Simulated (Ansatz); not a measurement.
# BF2HSSi: the cost of one run

Method: RKS PBE0/def2-SVP, in Ansatz 0.2.0.

**1. The structure to begin with**

Bond lengths: F1–B2 1.504 Å, B2–S3 1.994 Å, B2–Si4 2.030 Å, S3–Si4 2.100 Å, Si4–F5 1.656 Å, Si4–H6 1.476 Å. Angles: F1–B2–S3 147.1°, F1–B2–Si4 139.0°, S3–B2–Si4 62.9°, B2–S3–Si4 59.4°, B2–Si4–S3 57.7°, B2–Si4–F5 114.0°, B2–Si4–H6 118.1°, S3–Si4–F5 110.2°, S3–Si4–H6 112.0°, F5–Si4–H6 124.7°.

As a file:

```xyz
6

F     0.5343   -2.5000    0.0500
B    -0.1869   -1.1895    0.2080
S    -1.6719   -0.0117   -0.4104
Si    0.2020    0.7984    0.0807
F     1.0124    1.2405   -1.2945
H     0.1522    1.5981    1.3200
```

**2. End point A**

Input file input.yaml:

```yaml
crystal:
  periodic: [false, false, false]
  atoms:
    - { symbol: F, position_ang: [0.5343, -2.5, 0.05] }
    - { symbol: B, position_ang: [-0.1869, -1.1895, 0.208] }
    - { symbol: S, position_ang: [-1.6719, -0.0117, -0.4104] }
    - { symbol: Si, position_ang: [0.202, 0.7984, 0.0807] }
    - { symbol: F, position_ang: [1.0124, 1.2405, -1.2945] }
    - { symbol: H, position_ang: [0.1522, 1.5981, 1.32] }
basis:
  gaussian: { orbitals: def2-SVP }
hamiltonian:
  xc: pbe0
relax:
  f_tol: 0.02
  max_steps: 50
```

Started as:

```console
ansatz run input.yaml --threads 2 --pin off --max-ram 3072MiB --backend cpu --events-out ev --progress --plain --runs-dir out
```

Q: Estimate wall time and peak memory on 2 threads of Arm Neoverse V2, shared host.

About 16 s, with a peak of 0.16 GiB.
